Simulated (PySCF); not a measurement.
# SnI: bond curves at several levels of theory

The task here is to estimate one member of a computed series from the others.

The runs use PySCF 2.14.0; Sn x2c-TZVPPall, I x2c-TZVPPall, spin-free X2C with a Gaussian nucleus.

The first run:

The job is set up so:

```yaml
atoms: Sn, I
charge: 0
basis: Sn x2c-TZVPPall, I x2c-TZVPPall
Hamiltonian: spin-free X2C with a Gaussian nucleus
basis_functions: 120
electrons_treated: 103
masses_in_u: 119.9022, 126.9045
levels: PBE0, PBE, r²SCAN, revPBE, TPSSh, PW91, B2PLYP, HSE06, HF, MP2, SCS-MP2, CCSD, CCSD(T)
grid: 80 radial by 434 angular points
occupations: held fixed by the projection of orbital angular momentum
dissociation_limit: Sn + I, each in its ground configuration
starting_distance_in_angstrom: 2.660
values_of_2S_to_try: 1, 3
```

On the command line:

```console
> OMP_NUM_THREADS=2 python dia.py task.json out
```

Steps of the session up to this table: Set-up; The PBE0 curve of the state that the search chose; Higher solutions at PBE0; PBE (GGA); r²SCAN (meta-GGA); revPBE; TPSSh; PW91; B2PLYP (double hybrid); HSE06; UHF (mean field); Adding correlation.

One table of the session follows, with a row left open; its other results are not shown here.

It belongs to the step «Constants by level of theory». 

```
      level  Re (Å)  ωe (cm⁻¹)  De (eV)
        UHF   2.756      190.7     1.87
    UHF-MP2   2.698      202.5     3.00
UHF-SCS-MP2       ?          ?        ?
   UHF-CCSD   2.718      198.2     2.73
UHF-CCSD(T)   2.720      197.7     2.87
        PBE   2.740      189.9     3.25
     revPBE   2.757      185.7     3.05
       PW91   2.738      190.4     3.28
     r²SCAN   2.724      195.8     3.17
      TPSSh   2.729      192.7     3.16
       PBE0   2.718      196.9     3.10
      HSE06   2.723      195.9     3.15
     B2PLYP   2.729      194.4     3.02
```

Q: Estimate the row for UHF-SCS-MP2 from the others.

The run gave: Re (Å): 2.717; ωe (cm⁻¹): 197.9; De (eV): 2.86. In the column «Re (Å)» it lies between UHF-MP2 (2.698) and UHF-CCSD (2.718).
